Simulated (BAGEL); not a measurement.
**triplet CH5BOSi at 5 levels**

Aim: a comparison of 5 runs (UHF/3-21G, ROHF/6-31G*, UHF/6-31G*, ROHF/cc-pVDZ, UHF/cc-pVDZ) of triplet CH5BOSi. 

The results are computed with BAGEL 1.2.2.

5 further runs of the same task are left out: 3 that didn't finish, 2 set aside as unsound or not needed.

**1. The molecule**

CH5BOSi: 9 atoms, total charge 0, spin state triplet. As SMILES of the parent species, `O=CB[SiH3]`. The shape is that of a PBE0-D4/def2-TZVP optimisation. That shape belongs to the parent species and isn't relaxed for this state.

Bond lengths: O1–C2 1.223 Å, C2–B3 1.533 Å, B3–Si4 2.010 Å, C2–H5 1.103 Å, B3–H6 1.195 Å, Si4–H7 1.493 Å, Si4–H8 1.487 Å, Si4–H9 1.487 Å. Some angles: O1–C2–B3 97.6°, C2–B3–Si4 121.3°, O1–C2–H5 122.1°, B3–C2–H5 140.3°, C2–B3–H6 116.4°, Si4–B3–H6 121.8°, B3–Si4–H7 107.1°, B3–Si4–H8 112.8°, B3–Si4–H9 111.7°, H7–Si4–H8 108.2°.

**2. The energy at UHF/3-21G (density fitting with qzvpp-jkfit) (run 1)**

Input file hf.json:

```json
{ "bagel": [

{
  "title": "molecule",
  "basis": "3-21g",
  "df_basis": "qzvpp-jkfit",
  "angstrom": true,
  "geometry": [
    { "atom": "O", "xyz": [    1.060000,    1.660600,   -0.887400 ] },
    { "atom": "C", "xyz": [    0.382900,    0.824100,   -1.467700 ] },
    { "atom": "B", "xyz": [   -0.549900,    0.473800,   -0.302100 ] },
    { "atom": "Si", "xyz": [   -0.033900,   -0.897000,    1.073900 ] },
    { "atom": "H", "xyz": [    0.558700,    0.558900,   -2.523900 ] },
    { "atom": "H", "xyz": [   -1.528900,    1.149300,   -0.182900 ] },
    { "atom": "H", "xyz": [   -1.009100,   -2.021200,    0.959700 ] },
    { "atom": "H", "xyz": [    1.333000,   -1.442600,    0.858300 ] },
    { "atom": "H", "xyz": [   -0.124400,   -0.352200,    2.455000 ] }
  ]
},
{ "title": "uhf", "nopen": 2 },
{ "title": "print", "file": "orbitals.molden", "orbitals": true }

]}
```

On the command line:

```bash
BAGEL_NUM_THREADS=1 BAGEL hf.json > hf.out
```

Output:

```text
* using 1 threads per process

  ===============================================================
  ===============================================================

  *** Geometry ***

  { "atom" : "O", "xyz" : [      2.003110,      3.138079,     -1.676943 ] },
  { "atom" : "C", "xyz" : [      0.723576,      1.557323,     -2.773551 ] },
  { "atom" : "B", "xyz" : [     -1.039160,      0.895352,     -0.570886 ] },
  { "atom" : "Si", "xyz" : [     -0.064062,     -1.695084,      2.029377 ] },
  { "atom" : "H", "xyz" : [      1.055790,      1.056168,     -4.769480 ] },
  { "atom" : "H", "xyz" : [     -2.889202,      2.171862,     -0.345631 ] },
  { "atom" : "H", "xyz" : [     -1.906923,     -3.819514,      1.813570 ] },
  { "atom" : "H", "xyz" : [      2.519005,     -2.726119,      1.621952 ] },
  { "atom" : "H", "xyz" : [     -0.235082,     -0.665562,      4.639278 ] },

  Number of auxiliary basis functions:      445

  Since a DF basis is specified, we compute 2- and 3-index integrals:
    o Being stored without compression. Storage requirement is 0.009 GB

  Number of basis functions:       50
  Number of electrons      :       38

    * METHOD: MOLECULE                             0.12

  *** Open-shell HF ***

  === Nuclear Repulsion ===
   132.0737402748

      * DIIS with orbital gradients will be used.

  === UHF iteration (3-21g) ===
      0       -426.52952498          0.04643349           0.05
      1       -426.62118972          0.04520499           0.05
      2       -426.68294734          0.03455266           0.05
      3       -426.74945702          0.00573803           0.05
      4       -426.76331881          0.00393437           0.05
      5       -426.77121456          0.00199810           0.05
[... 25 lines of this table left out ...]
     31       -426.77450848          0.00000001           0.05
     32       -426.77450848          0.00000000           0.05
    * SCF iteration converged.

    * S^2 (UHF) is 2.0208

    * Permanent dipole moment:
           (    0.246157,     0.250376,     0.532284) a.u.

    * METHOD: UHF                                  1.78

    * METHOD: PRINT                                0.00

  ===============================================================
```

Run time: 2.1 s. Hardware: 1 thread of Arm Neoverse V2, shared host.

**3. A single-point energy at ROHF/6-31G(d) (density fitting with qzvpp-jkfit, spherical functions) (run 2)**

Input file input.json:

```json
{ "bagel" : [

{
  "title" : "molecule",
  "basis" : "6-31gs.json",
  "df_basis" : "qzvpp-jkfit",
  "angstrom" : true,
  "geometry" : [
    { "atom" : "O", "xyz" : [    1.060000,    1.660600,   -0.887400 ] },
    { "atom" : "C", "xyz" : [    0.382900,    0.824100,   -1.467700 ] },
    { "atom" : "B", "xyz" : [   -0.549900,    0.473800,   -0.302100 ] },
    { "atom" : "Si", "xyz" : [   -0.033900,   -0.897000,    1.073900 ] },
    { "atom" : "H", "xyz" : [    0.558700,    0.558900,   -2.523900 ] },
    { "atom" : "H", "xyz" : [   -1.528900,    1.149300,   -0.182900 ] },
    { "atom" : "H", "xyz" : [   -1.009100,   -2.021200,    0.959700 ] },
    { "atom" : "H", "xyz" : [    1.333000,   -1.442600,    0.858300 ] },
    { "atom" : "H", "xyz" : [   -0.124400,   -0.352200,    2.455000 ] }
  ]
},
{
  "title" : "rohf",
  "nopen" : 2
},
{
  "title" : "print",
  "file" : "orbitals.molden",
  "orbitals" : true
}

]}
```

The basis set 6-31G* is read from a file made from the Basis Set Exchange's data (not shown).

On the command line:

```bash
BAGEL_NUM_THREADS=1 BAGEL input.json > input.out
```

Output:

```text
* using 1 threads per process

  ===============================================================
  ===============================================================

  *** Geometry ***

  { "atom" : "O", "xyz" : [      2.003110,      3.138079,     -1.676943 ] },
  { "atom" : "C", "xyz" : [      0.723576,      1.557323,     -2.773551 ] },
  { "atom" : "B", "xyz" : [     -1.039160,      0.895352,     -0.570886 ] },
  { "atom" : "Si", "xyz" : [     -0.064062,     -1.695084,      2.029377 ] },
  { "atom" : "H", "xyz" : [      1.055790,      1.056168,     -4.769480 ] },
  { "atom" : "H", "xyz" : [     -2.889202,      2.171862,     -0.345631 ] },
  { "atom" : "H", "xyz" : [     -1.906923,     -3.819514,      1.813570 ] },
  { "atom" : "H", "xyz" : [      2.519005,     -2.726119,      1.621952 ] },
  { "atom" : "H", "xyz" : [     -0.235082,     -0.665562,      4.639278 ] },

  Number of auxiliary basis functions:      445

  Since a DF basis is specified, we compute 2- and 3-index integrals:
    o Being stored without compression. Storage requirement is 0.017 GB

  Number of basis functions:       70
  Number of electrons      :       38

    * METHOD: MOLECULE                             0.16

  *** Open-shell HF ***

  === Nuclear Repulsion ===
   132.0737402748

      * DIIS with orbital gradients will be used.

  === ROHF iteration (6-31gs.json) ===
      0       -428.74687622          0.04353201           0.08
      1       -428.80149155          0.04880164           0.08
      2       -428.85267497          0.04111177           0.08
      3       -429.03114044          0.00554303           0.08
      4       -429.04450448          0.00389374           0.08
      5       -429.05426852          0.00316732           0.08
[... 30 lines of this table left out ...]
     36       -429.07037614          0.00000001           0.08
     37       -429.07037614          0.00000001           0.08
    * SCF iteration converged.

    * S^2 (ROHF) is 2.0000

    * Permanent dipole moment:
           (    0.216224,     0.195740,     0.525724) a.u.

    * METHOD: ROHF                                 3.03

    * METHOD: PRINT                                0.01

  ===============================================================
```

Run time: 3.6 s. Hardware: 1 thread of Arm Neoverse V2, shared host.

**4. The energy at UHF/6-31G(d) (density fitting with qzvpp-jkfit, spherical functions) (run 3)**

Input file input.json:

```json
{ "bagel": [

{
  "title": "molecule",
  "basis": "6-31gs.json",
  "df_basis": "qzvpp-jkfit",
  "angstrom": true,
  "geometry": [
    { "atom": "O", "xyz": [       1.060000,       1.660600,      -0.887400 ] },
    { "atom": "C", "xyz": [       0.382900,       0.824100,      -1.467700 ] },
    { "atom": "B", "xyz": [      -0.549900,       0.473800,      -0.302100 ] },
    { "atom": "Si", "xyz": [      -0.033900,      -0.897000,       1.073900 ] },
    { "atom": "H", "xyz": [       0.558700,       0.558900,      -2.523900 ] },
    { "atom": "H", "xyz": [      -1.528900,       1.149300,      -0.182900 ] },
    { "atom": "H", "xyz": [      -1.009100,      -2.021200,       0.959700 ] },
    { "atom": "H", "xyz": [       1.333000,      -1.442600,       0.858300 ] },
    { "atom": "H", "xyz": [      -0.124400,      -0.352200,       2.455000 ] }
  ]
},

{
  "title": "uhf",
  "nopen": 2
},

{
  "title": "print",
  "file": "orbitals.molden",
  "orbitals": true
}

]}
```

The basis set 6-31G* is read from a file made from the Basis Set Exchange's data (not shown).

On the command line:

```bash
BAGEL_NUM_THREADS=1 BAGEL input.json > input.out
```

Output:

```text
* using 1 threads per process

  ===============================================================
  ===============================================================

  *** Geometry ***

  { "atom" : "O", "xyz" : [      2.003110,      3.138079,     -1.676943 ] },
  { "atom" : "C", "xyz" : [      0.723576,      1.557323,     -2.773551 ] },
  { "atom" : "B", "xyz" : [     -1.039160,      0.895352,     -0.570886 ] },
  { "atom" : "Si", "xyz" : [     -0.064062,     -1.695084,      2.029377 ] },
  { "atom" : "H", "xyz" : [      1.055790,      1.056168,     -4.769480 ] },
  { "atom" : "H", "xyz" : [     -2.889202,      2.171862,     -0.345631 ] },
  { "atom" : "H", "xyz" : [     -1.906923,     -3.819514,      1.813570 ] },
  { "atom" : "H", "xyz" : [      2.519005,     -2.726119,      1.621952 ] },
  { "atom" : "H", "xyz" : [     -0.235082,     -0.665562,      4.639278 ] },

  Number of auxiliary basis functions:      445

  Since a DF basis is specified, we compute 2- and 3-index integrals:
    o Being stored without compression. Storage requirement is 0.017 GB

  Number of basis functions:       70
  Number of electrons      :       38

    * METHOD: MOLECULE                             0.16

  *** Open-shell HF ***

  === Nuclear Repulsion ===
   132.0737402748

      * DIIS with orbital gradients will be used.

  === UHF iteration (6-31gs.json) ===
      0       -428.74687622          0.04353201           0.07
      1       -428.81331644          0.04803977           0.07
      2       -428.88169182          0.03937934           0.08
      3       -429.04311578          0.00495637           0.08
      4       -429.06003030          0.00358104           0.08
      5       -429.06993902          0.00269455           0.08
[... 27 lines of this table left out ...]
     33       -429.08128486          0.00000001           0.08
     34       -429.08128486          0.00000001           0.08
    * SCF iteration converged.

    * S^2 (UHF) is 2.0313

    * Permanent dipole moment:
           (    0.217045,     0.199179,     0.524660) a.u.

    * METHOD: UHF                                  2.81

    * METHOD: PRINT                                0.01

  ===============================================================
```

It took 3.3 s on 1 thread of Arm Neoverse V2, shared host.

Run 4 isn't shown in full; the table further down has it.

**5. A single-point energy at UHF/cc-pVDZ (density fitting with qzvpp-jkfit) (run 5)**

Input file job.json:

```json
{ "bagel" : [

{
  "title" : "molecule",
  "basis" : "cc-pvdz.json",
  "df_basis" : "qzvpp-jkfit",
  "angstrom" : "true",
  "geometry" : [
    { "atom" : "O", "xyz" : [    1.060000,    1.660600,   -0.887400 ] },
    { "atom" : "C", "xyz" : [    0.382900,    0.824100,   -1.467700 ] },
    { "atom" : "B", "xyz" : [   -0.549900,    0.473800,   -0.302100 ] },
    { "atom" : "Si", "xyz" : [   -0.033900,   -0.897000,    1.073900 ] },
    { "atom" : "H", "xyz" : [    0.558700,    0.558900,   -2.523900 ] },
    { "atom" : "H", "xyz" : [   -1.528900,    1.149300,   -0.182900 ] },
    { "atom" : "H", "xyz" : [   -1.009100,   -2.021200,    0.959700 ] },
    { "atom" : "H", "xyz" : [    1.333000,   -1.442600,    0.858300 ] },
    { "atom" : "H", "xyz" : [   -0.124400,   -0.352200,    2.455000 ] }
  ]
},
{ "title" : "uhf", "nopen" : 2 },
{ "title" : "print", "file" : "orbitals.molden", "orbitals" : "true" }

]}
```

The basis set cc-pVDZ is read from a file made from the Basis Set Exchange's data (not shown).

On the command line:

```bash
BAGEL_NUM_THREADS=1 BAGEL job.json > job.out
```

Output:

```text
* using 1 threads per process

  ===============================================================
  ===============================================================

  *** Geometry ***

  { "atom" : "O", "xyz" : [      2.003110,      3.138079,     -1.676943 ] },
  { "atom" : "C", "xyz" : [      0.723576,      1.557323,     -2.773551 ] },
  { "atom" : "B", "xyz" : [     -1.039160,      0.895352,     -0.570886 ] },
  { "atom" : "Si", "xyz" : [     -0.064062,     -1.695084,      2.029377 ] },
  { "atom" : "H", "xyz" : [      1.055790,      1.056168,     -4.769480 ] },
  { "atom" : "H", "xyz" : [     -2.889202,      2.171862,     -0.345631 ] },
  { "atom" : "H", "xyz" : [     -1.906923,     -3.819514,      1.813570 ] },
  { "atom" : "H", "xyz" : [      2.519005,     -2.726119,      1.621952 ] },
  { "atom" : "H", "xyz" : [     -0.235082,     -0.665562,      4.639278 ] },

  Number of auxiliary basis functions:      445

  Since a DF basis is specified, we compute 2- and 3-index integrals:
    o Being stored without compression. Storage requirement is 0.026 GB

  Number of basis functions:       85
  Number of electrons      :       38

    * METHOD: MOLECULE                             0.17

  *** Open-shell HF ***

  === Nuclear Repulsion ===
   132.0737402748

      * DIIS with orbital gradients will be used.

  === UHF iteration (cc-pvdz.json) ===
      0       -428.87495254          0.02601716           0.09
      1       -428.98488664          0.02241494           0.10
      2       -429.02811537          0.01619957           0.10
      3       -429.08495734          0.00344189           0.10
      4       -429.09713737          0.00230430           0.10
      5       -429.10529742          0.00165574           0.10
[... 25 lines of this table left out ...]
     31       -429.11216459          0.00000001           0.10
     32       -429.11216459          0.00000001           0.10
    * SCF iteration converged.

    * S^2 (UHF) is 2.0330

    * Permanent dipole moment:
           (    0.188394,     0.173565,     0.511648) a.u.

    * METHOD: UHF                                  3.36

    * METHOD: PRINT                                0.01

  ===============================================================
```

Run time: 3.9 s. Hardware: 1 thread of Arm Neoverse V2, shared host.

**6. Overview of the runs**

```
run                                                                level  energy (Eh)  dipole moment (D)   ⟨S²⟩  wall time
  1                         UHF/3-21G (density fitting with qzvpp-jkfit)  -426.774508               1.62  2.021      2.1 s
  2  ROHF/6-31G* (density fitting with qzvpp-jkfit, spherical functions)  -429.070376               1.53  2.000      3.6 s
  3   UHF/6-31G* (density fitting with qzvpp-jkfit, spherical functions)  -429.081285               1.53  2.031      3.3 s
  4                      ROHF/cc-pVDZ (density fitting with qzvpp-jkfit)  -429.100996               1.45  2.000      3.9 s
  5                       UHF/cc-pVDZ (density fitting with qzvpp-jkfit)  -429.112165               1.45  2.033      3.9 s
```

**7. Results**

| quantity | value |
| --- | --- |
| run 5: total energy | -429.11216 Eh |
| run 5: dipole moment | 1.45 D |
| run 5: ⟨S²⟩ | 2.033 |

What this shows: The dipole moment (its size) runs from 1.45 D (ROHF/cc-pVDZ) to 1.62 D (UHF/3-21G). The two ends differ in method and basis. All runs together took 17 s, the longest 3.9 s.
